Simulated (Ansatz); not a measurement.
# AlHBr₂: a ladder of functionals and wavefunction methods

One table from this session's results is given with a row withheld; the runs are named, their logs left out.

Program: Ansatz 0.2.0, Gaussian basis. Level of theory: functionals in def2-TZVPP, the program's frozen cores in correlated methods. These are calculated values, not measurements.

Plan: LDA (SPW92), PBE-D4, revPBE-D4, BLYP-D4, r2SCAN-D4, B97M-V, PBE0-D4, B3LYP-D4, r2SCANh-D4, r2SCAN0-D4, HSE06-D4, BHLYP-D4, CAM-B3LYP-D4, LC-ωPBE, ωB97X-V, ωB97M-V, B2PLYP, PBE-QIDH; CCSD(T)/def2-SVP; CCSD(T)/def2-TZVPP; MP2/def2-QZVPP; extrapolation to the limit; RPA on PBE.

### Structure used throughout

The geometry comes from an earlier relaxation with PBE0-D4 in a triple-zeta def2 set; it is a stationary point.

4 atoms, charge 0, spin multiplicity 1.

Atoms are counted from 1 here; the program's logs count them from 0.

Bond lengths: Br1–Al2 2.241 Å, Al2–Br3 2.241 Å, Al2–H4 1.565 Å. Angles: Br1–Al2–Br3 118.4°, Br1–Al2–H4 120.8°, Br3–Al2–H4 120.8°.

The first run:

Contents of in.yaml:

```yaml
crystal:
  periodic: [false, false, false]
  atoms:
    - {symbol: Br, position_ang: [-2.030640, 0.114174, -0.669428]}
    - {symbol: Al, position_ang: [0.108595, 0.140700, -0.001479]}
    - {symbol: Br, position_ang: [1.055386, -1.792968, 0.621067]}
    - {symbol: H, position_ang: [0.922159, 1.477796, 0.029540]}
basis:
  gaussian: {orbitals: def2-TZVPP}
hamiltonian: {xc: lda}
output: {orbitals: {seedname: orbitals}}
```

Among the steps run: LDA; PBE-D4 (GGA); revPBE-D4 (GGA); BLYP-D4 (GGA); r2SCAN-D4 (meta-GGA); B97M-V (meta-GGA); PBE0-D4 (hybrid); B3LYP-D4 (hybrid); r2SCANh-D4 (hybrid); r2SCAN0-D4 (hybrid); HSE06-D4 (hybrid); BHLYP-D4 (hybrid); CAM-B3LYP-D4 (range-separated); LC-ωPBE-D4 (range-separated; the results give it without D4); ωB97X-V (range-separated); ωB97M-V (range-separated); B2PLYP (double hybrid); PBE-QIDH (double hybrid).

One of the session's tables, all rows but one given; the rest of the session is left out.

It belongs to the step «Frontier levels by functional». 

```
  functional  HOMO (eV)  LUMO (eV)  gap (eV)
 LDA (SPW92)      -7.54      -2.66      4.89
      PBE-D4      -7.38      -2.39      4.99
   revPBE-D4      -7.33      -2.28      5.05
     BLYP-D4      -7.19      -2.25      4.94
   r2SCAN-D4      -7.73      -2.10      5.63
      B97M-V          ?          ?         ?
     PBE0-D4      -8.66      -1.65      7.00
    B3LYP-D4      -8.37      -1.83      6.54
  r2SCANh-D4      -8.19      -1.85      6.34
  r2SCAN0-D4      -8.88      -1.48      7.40
    HSE06-D4      -8.26      -2.02      6.24
    BHLYP-D4      -9.75      -0.86      8.89
CAM-B3LYP-D4      -9.95      -0.70      9.25
     LC-ωPBE     -11.37       0.36     11.73
     ωB97X-V     -10.99       0.26     11.26
     ωB97M-V     -10.85       0.02     10.87
```

**Question.** Estimate the row for B97M-V.

As computed: HOMO (eV): -7.79; LUMO (eV): -2.21; gap (eV): 5.58. In the column «HOMO (eV)» it lies between r2SCANh-D4 (-8.19) and r2SCAN-D4 (-7.73).
